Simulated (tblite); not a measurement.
# C2H10O2Si2: the cost of one run

The runs use tblite 0.8.0 and PySCF 2.14.0, with density-fitted response routines of our own; the level of theory stands in each step. All values are computed, except where a source is named. Atoms are numbered from 0 throughout.

### 1 The molecule as given

16 atoms, charge 0, multiplicity 1; geometry from: force field or distance geometry start.

Bonds of the start (Å): O0–Si1 1.73, Si1–O2 1.69, O2–C3 1.38, C3–C4 1.52, C4–Si5 1.85, O0–H6 0.99, Si1–H7 1.47, Si1–H8 1.46, C3–H9 1.14, C3–H10 1.09, C4–H11 1.12, C4–H12 1.11, Si5–H13 1.47, Si5–H14 1.47, Si5–H15 1.47.

### 2 Relaxing the molecule with GFN2-xTB

The job: settings as JSON, then the geometry in Å.

```
{"job": {"kind": "relax", "xc": "GFN2-xTB", "basis": "xTB"}, "charge": 0, "multiplicity": 1}
O      3.660000    -1.113400    -0.044900
Si     2.575600     0.146700     0.422800
O      1.104700    -0.133200    -0.351200
C     -0.013300     0.206300     0.390200
C     -1.241000    -0.109600    -0.452200
Si    -2.834300     0.279400     0.408800
H      3.334500    -1.939700     0.382800
H      2.522300     0.111100     1.893100
H      3.194800     1.411900     0.036100
H     -0.099300    -0.523700     1.261500
H     -0.026800     1.208100     0.815000
H     -1.191300    -1.183400    -0.772600
H     -1.155200     0.530700    -1.357000
H     -3.622200    -0.953000     0.574100
H     -2.631400     0.842100     1.751100
H     -3.584600     1.228700    -0.434100
```

The run is started by

```bash
$ OMP_NUM_THREADS=1 python probes_run.py task.json out
```

The driver reads the jobs from task.json and runs them one after another.

Q: Estimate the wall time and peak memory of this first job on 1 thread of Arm Neoverse V2, shared host.

About 1.3 s, with a peak of 0.17 GiB.
